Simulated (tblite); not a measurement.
# C4H10BCl2NSi: the cost of one run

The runs use tblite 0.8.0 and PySCF 2.14.0, with density-fitted response routines of our own; the level of theory stands in each step. All values are computed, except where a source is named. Atoms count from 0, in the outputs and in this text.

## 1. The molecule as given

19 atoms, charge 0, multiplicity 1; geometry from: force field or distance geometry start.

Bonds of the start (Å): Si0–N1 1.71, N1–C2 1.42, C2–C3 1.53, C3–C4 1.51, C4–B5 1.58, B5–Cl6 1.85, B5–Cl7 1.84, C4–C8 1.53, C8–N1 1.38, Si0–H9 1.46, Si0–H10 1.48, Si0–H11 1.47, C2–H12 1.11, C2–H13 1.10, C3–H14 1.11, C3–H15 1.10, C4–H16 1.11, C8–H17 1.12, C8–H18 1.11.

## 2. Optimising the geometry with GFN2-xTB

Job settings and geometry (Å):

```
{"job": {"kind": "relax", "xc": "GFN2-xTB", "basis": "xTB"}, "charge": 0, "multiplicity": 1}
Si     2.308700     0.801700    -0.863500
N      0.929900    -0.050800    -0.319800
C      0.913100    -0.692700     0.947700
C     -0.522900    -0.402100     1.398900
C     -1.267200    -0.546400     0.091900
B     -2.636600     0.238300     0.075800
Cl    -2.659800     2.012700     0.615600
Cl    -3.906500    -0.320200    -1.126700
C     -0.285600    -0.044100    -0.971600
H      2.540100     0.593600    -2.294800
H      2.231700     2.255700    -0.609600
H      3.515300     0.317300    -0.173300
H      0.978100    -1.792000     0.786600
H      1.657200    -0.353500     1.683500
H     -0.866700    -1.122300     2.164800
H     -0.576500     0.643400     1.728100
H     -1.401900    -1.641100    -0.058700
H     -0.277900    -0.822000    -1.773600
H     -0.682400     0.933800    -1.308800
```

Launch:

```
$ OMP_NUM_THREADS=1 python probes_run.py task.json out
```

One launch serves the whole session: the jobs run in the order shown.

**Question.** How long does this first job take on 1 thread of Arm Neoverse V2, shared host, and how much memory does it need?

About 1.3 s, with a peak of 0.18 GiB.
